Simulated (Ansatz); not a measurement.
Born–Oppenheimer molecular dynamics of a periodic cell of 28 atoms, PWO₄F (host PWO4F, host structure P-1). It goes on from the last frame of an earlier run, with new velocities.

Computed with DFT PBEsol, scalar-relativistic, plane waves, PAW in Ansatz 0.2.0. Settings: accuracy low, cutoff 420 eV, k mesh 1x1x1, fermi-dirac smearing 0.05 eV, no spin polarisation.

* ensemble: NVT, Langevin thermostat
* time step: 1 fs
* steps asked: 190
* set temperature: 1170 K
* friction: 0.005 /fs
* seed: 920165

Frames 1 fs apart, positions in Å, forces in eV/Å.

Velocities at 40.0 fs (Å/ps):

```
P 0.37 1.09 3.90
P 4.16 -1.44 -1.23
W 1.08 -0.01 0.43
W 4.17 -2.33 -0.03
O -10.17 3.87 -7.29
O -0.40 -8.52 -3.92
O 1.21 -10.08 0.56
O 3.97 8.62 1.63
O -7.48 -8.97 -12.81
O 8.38 0.70 20.76
O -6.89 0.16 1.79
O 3.92 -1.36 10.97
F -1.12 12.45 -7.84
F 12.72 -14.13 9.25
P -0.87 2.80 -5.73
P 2.54 4.90 -2.23
W -0.88 -1.84 -1.76
W 2.58 -1.09 -2.79
O 12.09 12.63 5.36
O -11.38 0.23 -0.19
O 12.51 0.96 13.55
O -3.47 0.31 -3.81
O -12.43 27.29 6.09
O 5.48 -10.64 -0.13
O -10.05 -6.67 -5.14
O -12.99 -5.69 1.85
F -0.12 7.03 -4.41
F 0.83 3.19 0.24
```

```xyz
28
Lattice="-2.9880 2.9657 6.8978 2.8607 -2.3991 6.8978 4.9146 5.3648 0.0000" Properties=species:S:1:pos:R:3:forces:R:3 time_fs=40.0 energy_less_start_eV=0.883 T=1233
P 0.986 5.521 8.671 -2.35 3.54 -0.42
P 3.328 5.630 5.081 1.02 1.54 1.93
W 0.087 0.086 -0.090 -0.77 -2.28 -0.17
W 1.164 1.243 3.450 0.15 0.53 1.10
O -1.920 1.455 6.044 0.84 0.13 0.11
O 3.249 4.356 6.055 0.30 1.54 -2.66
O 2.792 0.252 4.246 0.08 0.90 0.93
O -0.053 0.312 4.700 -0.75 -0.23 -0.19
O 0.947 6.886 7.790 0.23 -1.29 1.76
O 2.339 -0.318 9.693 -0.44 1.18 -0.77
O 2.536 2.257 2.414 1.80 0.79 -0.60
O 1.357 4.401 7.746 -0.77 -1.05 -0.55
F 1.245 2.448 5.392 0.56 0.06 -0.03
F 0.866 0.551 1.625 0.87 -1.27 0.26
P 1.362 0.070 8.494 0.96 1.72 3.08
P 3.923 0.463 5.352 -1.01 1.13 -2.37
W 2.390 2.980 6.986 0.27 -2.10 1.72
W 3.599 4.583 10.289 1.11 -2.08 0.94
O 3.628 1.703 6.245 0.19 -1.24 -0.30
O 4.109 -0.825 6.128 -0.73 -1.66 0.90
O 2.465 5.769 3.843 -1.06 -0.73 0.25
O 2.280 3.659 11.572 1.03 0.24 -1.17
O 1.501 1.587 8.178 0.67 0.12 -1.25
O 2.080 5.637 9.768 -0.52 0.49 -0.23
O 4.824 5.467 9.074 -0.31 -1.04 -0.12
O 6.540 4.527 7.340 -0.05 -1.24 -1.33
F 3.895 5.518 12.076 -0.27 0.93 -0.89
F 3.704 2.934 8.572 -1.06 1.38 0.07
28
Lattice="-2.9880 2.9657 6.8978 2.8607 -2.3991 6.8978 4.9146 5.3648 0.0000" Properties=species:S:1:pos:R:3:forces:R:3 time_fs=41.0 energy_less_start_eV=0.957 T=1260
P 0.985 5.523 8.675 -2.36 3.40 -0.56
P 3.332 5.629 5.080 1.25 1.53 2.47
W 0.087 0.086 -0.090 -0.76 -2.34 -0.19
W 1.168 1.241 3.450 0.16 0.54 1.18
O -1.930 1.459 6.036 0.96 0.04 0.18
O 3.249 4.348 6.050 0.36 1.75 -2.72
O 2.793 0.242 4.247 0.05 1.02 0.90
O -0.050 0.320 4.702 -0.71 -0.33 -0.09
O 0.940 6.876 7.778 0.28 -1.26 1.91
O 2.347 -0.317 9.714 -0.85 1.38 -1.39
O 2.530 2.258 2.416 1.96 0.84 -0.61
O 1.361 4.398 7.756 -0.77 -1.08 -0.60
F 1.245 2.460 5.384 0.58 0.01 0.00
F 0.879 0.536 1.634 0.72 -1.25 0.11
P 1.361 0.073 8.489 0.98 2.02 3.51
P 3.925 0.468 5.349 -1.15 1.04 -2.10
W 2.389 2.978 6.984 0.23 -1.89 1.76
W 3.601 4.582 10.286 1.16 -2.19 1.09
O 3.640 1.715 6.251 0.20 -1.53 -0.49
O 4.097 -0.826 6.128 -0.64 -1.47 0.87
O 2.478 5.769 3.856 -1.49 -0.70 -0.41
O 2.277 3.660 11.568 1.15 0.22 -1.16
O 1.488 1.614 8.184 0.61 -0.69 -1.08
O 2.086 5.627 9.768 -0.73 0.69 -0.27
O 4.813 5.460 9.068 0.17 -0.92 -0.30
O 6.527 4.520 7.341 0.02 -1.11 -1.23
F 3.895 5.526 12.072 -0.29 0.92 -0.88
F 3.704 2.937 8.572 -1.07 1.36 0.09
28
Lattice="-2.9880 2.9657 6.8978 2.8607 -2.3991 6.8978 4.9146 5.3648 0.0000" Properties=species:S:1:pos:R:3:forces:R:3 time_fs=42.0 energy_less_start_eV=1.059 T=1277
P 0.984 5.525 8.679 -2.31 3.20 -0.71
P 3.338 5.628 5.080 1.45 1.47 2.96
W 0.088 0.085 -0.090 -0.77 -2.38 -0.20
W 1.173 1.238 3.451 0.15 0.54 1.26
O -1.938 1.462 6.028 1.04 0.01 0.28
O 3.249 4.340 6.044 0.38 1.87 -2.71
O 2.795 0.232 4.248 0.01 1.14 0.86
O -0.048 0.327 4.705 -0.60 -0.41 -0.01
O 0.933 6.865 7.768 0.33 -1.20 2.02
O 2.353 -0.315 9.736 -1.17 1.54 -1.91
O 2.524 2.259 2.417 2.06 0.87 -0.59
O 1.363 4.395 7.766 -0.77 -1.08 -0.64
F 1.245 2.472 5.375 0.60 -0.04 0.04
F 0.892 0.520 1.643 0.57 -1.22 -0.02
P 1.360 0.077 8.485 0.95 2.17 3.75
P 3.927 0.473 5.346 -1.24 0.92 -1.82
W 2.388 2.976 6.983 0.22 -1.63 1.76
W 3.604 4.582 10.283 1.20 -2.30 1.25
O 3.652 1.726 6.257 0.19 -1.78 -0.67
O 4.084 -0.827 6.128 -0.53 -1.25 0.81
O 2.491 5.769 3.868 -1.95 -0.65 -1.07
O 2.275 3.661 11.564 1.23 0.19 -1.13
O 1.475 1.641 8.190 0.56 -1.37 -0.95
O 2.091 5.617 9.768 -0.94 0.89 -0.31
O 4.802 5.453 9.060 0.62 -0.79 -0.46
O 6.513 4.513 7.342 0.07 -0.93 -1.05
F 3.896 5.534 12.068 -0.29 0.89 -0.87
F 3.705 2.940 8.573 -1.08 1.33 0.11
28
Lattice="-2.9880 2.9657 6.8978 2.8607 -2.3991 6.8978 4.9146 5.3648 0.0000" Properties=species:S:1:pos:R:3:forces:R:3 time_fs=43.0 energy_less_start_eV=1.170 T=1251
P 0.981 5.527 8.683 -2.19 2.97 -0.86
P 3.344 5.628 5.082 1.59 1.40 3.34
W 0.090 0.085 -0.089 -0.81 -2.42 -0.20
W 1.177 1.236 3.451 0.13 0.55 1.33
O -1.944 1.465 6.021 1.10 0.02 0.39
O 3.251 4.336 6.035 0.35 1.87 -2.60
O 2.796 0.223 4.249 -0.02 1.25 0.81
O -0.047 0.333 4.706 -0.43 -0.46 0.04
O 0.925 6.854 7.758 0.39 -1.12 2.11
O 2.359 -0.312 9.758 -1.40 1.66 -2.32
O 2.521 2.261 2.417 2.10 0.89 -0.54
O 1.364 4.391 7.777 -0.74 -1.07 -0.67
F 1.245 2.483 5.365 0.63 -0.09 0.08
F 0.906 0.504 1.652 0.43 -1.18 -0.13
P 1.359 0.081 8.483 0.89 2.20 3.83
P 3.929 0.478 5.342 -1.29 0.77 -1.55
W 2.387 2.974 6.982 0.22 -1.33 1.74
W 3.606 4.580 10.280 1.24 -2.39 1.40
O 3.666 1.736 6.264 0.17 -1.99 -0.82
O 4.070 -0.829 6.129 -0.39 -0.98 0.70
O 2.504 5.768 3.880 -2.37 -0.59 -1.67
O 2.274 3.662 11.559 1.24 0.13 -1.05
O 1.463 1.667 8.195 0.51 -1.94 -0.84
O 2.095 5.608 9.769 -1.14 1.06 -0.36
O 4.790 5.445 9.051 1.05 -0.65 -0.60
O 6.500 4.504 7.342 0.12 -0.72 -0.82
F 3.896 5.543 12.062 -0.29 0.87 -0.86
F 3.705 2.944 8.574 -1.09 1.31 0.12
28
Lattice="-2.9880 2.9657 6.8978 2.8607 -2.3991 6.8978 4.9146 5.3648 0.0000" Properties=species:S:1:pos:R:3:forces:R:3 time_fs=44.0 energy_less_start_eV=1.267 T=1226
P 0.977 5.532 8.687 -2.00 2.65 -1.03
P 3.351 5.628 5.085 1.61 1.36 3.53
W 0.091 0.084 -0.089 -0.87 -2.44 -0.19
W 1.181 1.234 3.452 0.08 0.57 1.39
O -1.949 1.469 6.015 1.13 0.07 0.52
O 3.253 4.334 6.025 0.30 1.77 -2.42
O 2.797 0.215 4.250 -0.03 1.35 0.77
O -0.045 0.339 4.709 -0.24 -0.50 0.06
O 0.916 6.842 7.749 0.46 -1.00 2.15
O 2.364 -0.307 9.779 -1.52 1.72 -2.61
O 2.519 2.264 2.417 2.07 0.89 -0.47
O 1.364 4.387 7.787 -0.72 -1.01 -0.68
F 1.245 2.493 5.356 0.66 -0.13 0.11
F 0.920 0.487 1.660 0.29 -1.14 -0.23
P 1.358 0.087 8.481 0.81 2.12 3.79
P 3.931 0.483 5.338 -1.29 0.56 -1.26
W 2.386 2.971 6.981 0.23 -1.01 1.72
W 3.609 4.579 10.276 1.29 -2.45 1.51
O 3.680 1.744 6.271 0.14 -2.15 -0.96
O 4.057 -0.833 6.132 -0.23 -0.62 0.53
O 2.514 5.768 3.889 -2.68 -0.53 -2.13
O 2.275 3.663 11.552 1.16 0.04 -0.93
O 1.452 1.692 8.200 0.47 -2.40 -0.76
O 2.098 5.599 9.770 -1.32 1.21 -0.43
O 4.779 5.437 9.041 1.41 -0.51 -0.71
O 6.485 4.496 7.342 0.18 -0.53 -0.58
F 3.897 5.553 12.057 -0.28 0.83 -0.84
F 3.706 2.947 8.575 -1.09 1.28 0.13
28
Lattice="-2.9880 2.9657 6.8978 2.8607 -2.3991 6.8978 4.9146 5.3648 0.0000" Properties=species:S:1:pos:R:3:forces:R:3 time_fs=45.0 energy_less_start_eV=1.341 T=1207
P 0.972 5.537 8.691 -1.76 2.22 -1.23
P 3.359 5.630 5.089 1.49 1.34 3.50
W 0.093 0.083 -0.089 -0.95 -2.42 -0.17
W 1.186 1.233 3.453 0.00 0.61 1.44
O -1.952 1.472 6.008 1.14 0.15 0.66
O 3.255 4.334 6.013 0.24 1.59 -2.18
O 2.798 0.208 4.251 -0.05 1.43 0.72
O -0.043 0.345 4.712 -0.04 -0.52 0.06
O 0.908 6.830 7.742 0.52 -0.82 2.15
O 2.367 -0.300 9.797 -1.56 1.73 -2.81
O 2.518 2.267 2.417 1.99 0.87 -0.38
O 1.364 4.381 7.797 -0.70 -0.89 -0.66
F 1.246 2.503 5.347 0.68 -0.16 0.14
F 0.934 0.470 1.668 0.15 -1.10 -0.33
P 1.358 0.092 8.480 0.71 1.99 3.68
P 3.933 0.488 5.334 -1.23 0.32 -0.99
W 2.386 2.969 6.979 0.25 -0.69 1.70
W 3.611 4.577 10.273 1.35 -2.46 1.58
O 3.693 1.750 6.278 0.09 -2.25 -1.08
O 4.044 -0.838 6.135 -0.07 -0.26 0.33
O 2.523 5.769 3.897 -2.85 -0.49 -2.40
O 2.277 3.665 11.545 1.03 -0.06 -0.78
O 1.442 1.716 8.206 0.44 -2.74 -0.71
O 2.100 5.592 9.771 -1.45 1.34 -0.46
O 4.769 5.429 9.030 1.68 -0.38 -0.76
O 6.471 4.488 7.342 0.26 -0.35 -0.36
F 3.899 5.564 12.052 -0.27 0.78 -0.81
F 3.707 2.952 8.578 -1.10 1.24 0.13
28
Lattice="-2.9880 2.9657 6.8978 2.8607 -2.3991 6.8978 4.9146 5.3648 0.0000" Properties=species:S:1:pos:R:3:forces:R:3 time_fs=46.0 energy_less_start_eV=1.394 T=1198
P 0.966 5.544 8.695 -1.48 1.72 -1.44
P 3.367 5.631 5.094 1.27 1.34 3.30
W 0.095 0.082 -0.089 -1.05 -2.39 -0.15
W 1.191 1.231 3.454 -0.09 0.67 1.47
O -1.956 1.477 6.002 1.16 0.21 0.78
O 3.257 4.336 5.999 0.15 1.33 -1.88
O 2.799 0.201 4.253 -0.07 1.50 0.66
O -0.040 0.349 4.714 0.16 -0.53 0.05
O 0.899 6.817 7.737 0.57 -0.61 2.10
O 2.369 -0.293 9.815 -1.53 1.71 -2.94
O 2.519 2.271 2.418 1.85 0.84 -0.28
O 1.363 4.375 7.807 -0.70 -0.73 -0.63
F 1.247 2.513 5.339 0.71 -0.19 0.17
F 0.948 0.453 1.677 0.02 -1.07 -0.43
P 1.359 0.099 8.482 0.60 1.78 3.48
P 3.934 0.493 5.328 -1.11 0.11 -0.74
W 2.385 2.966 6.978 0.26 -0.36 1.68
W 3.614 4.575 10.271 1.40 -2.42 1.61
O 3.706 1.754 6.283 0.02 -2.30 -1.16
O 4.031 -0.842 6.138 0.10 0.08 0.15
O 2.529 5.769 3.903 -2.93 -0.45 -2.53
O 2.279 3.668 11.536 0.87 -0.18 -0.61
O 1.433 1.740 8.211 0.44 -2.98 -0.68
O 2.102 5.587 9.769 -1.50 1.43 -0.45
O 4.761 5.420 9.019 1.88 -0.26 -0.76
O 6.456 4.481 7.342 0.36 -0.19 -0.13
F 3.900 5.575 12.045 -0.25 0.73 -0.77
F 3.708 2.958 8.580 -1.10 1.20 0.13
28
Lattice="-2.9880 2.9657 6.8978 2.8607 -2.3991 6.8978 4.9146 5.3648 0.0000" Properties=species:S:1:pos:R:3:forces:R:3 time_fs=47.0 energy_less_start_eV=1.429 T=1201
P 0.959 5.551 8.698 -1.15 1.18 -1.63
P 3.376 5.633 5.100 0.94 1.42 2.90
W 0.097 0.082 -0.089 -1.18 -2.33 -0.13
W 1.196 1.230 3.454 -0.19 0.74 1.48
O -1.958 1.483 5.997 1.18 0.24 0.87
O 3.260 4.338 5.983 0.05 1.00 -1.51
O 2.800 0.196 4.253 -0.09 1.55 0.59
O -0.037 0.354 4.717 0.34 -0.52 0.03
O 0.891 6.803 7.732 0.62 -0.34 1.98
O 2.371 -0.285 9.830 -1.46 1.67 -3.00
O 2.521 2.276 2.420 1.64 0.78 -0.15
O 1.362 4.367 7.817 -0.69 -0.56 -0.61
F 1.247 2.522 5.332 0.73 -0.22 0.19
F 0.962 0.435 1.686 -0.08 -1.02 -0.52
P 1.361 0.106 8.485 0.49 1.48 3.19
P 3.934 0.498 5.322 -0.93 -0.08 -0.51
W 2.385 2.963 6.976 0.28 -0.04 1.66
W 3.616 4.573 10.268 1.43 -2.36 1.61
O 3.719 1.756 6.288 -0.08 -2.30 -1.22
O 4.019 -0.845 6.141 0.27 0.39 -0.03
O 2.534 5.768 3.907 -2.88 -0.40 -2.49
O 2.282 3.670 11.527 0.65 -0.29 -0.44
O 1.424 1.761 8.217 0.45 -3.15 -0.68
O 2.101 5.583 9.767 -1.48 1.48 -0.42
O 4.754 5.412 9.007 2.01 -0.14 -0.72
O 6.443 4.474 7.342 0.46 0.00 0.12
F 3.902 5.586 12.038 -0.22 0.69 -0.72
F 3.708 2.964 8.582 -1.10 1.15 0.13
```

Of the whole run (190 fs, mean temperature of the second half 1162 K): A run of 0.19 ps of so small a system gives no equilibrium averages. Limits of this set-up: coarse k mesh, low accuracy level.

Run time: 17 min on 1 thread of Arm Neoverse V1, on a shared host, peak memory 0.58 GiB.
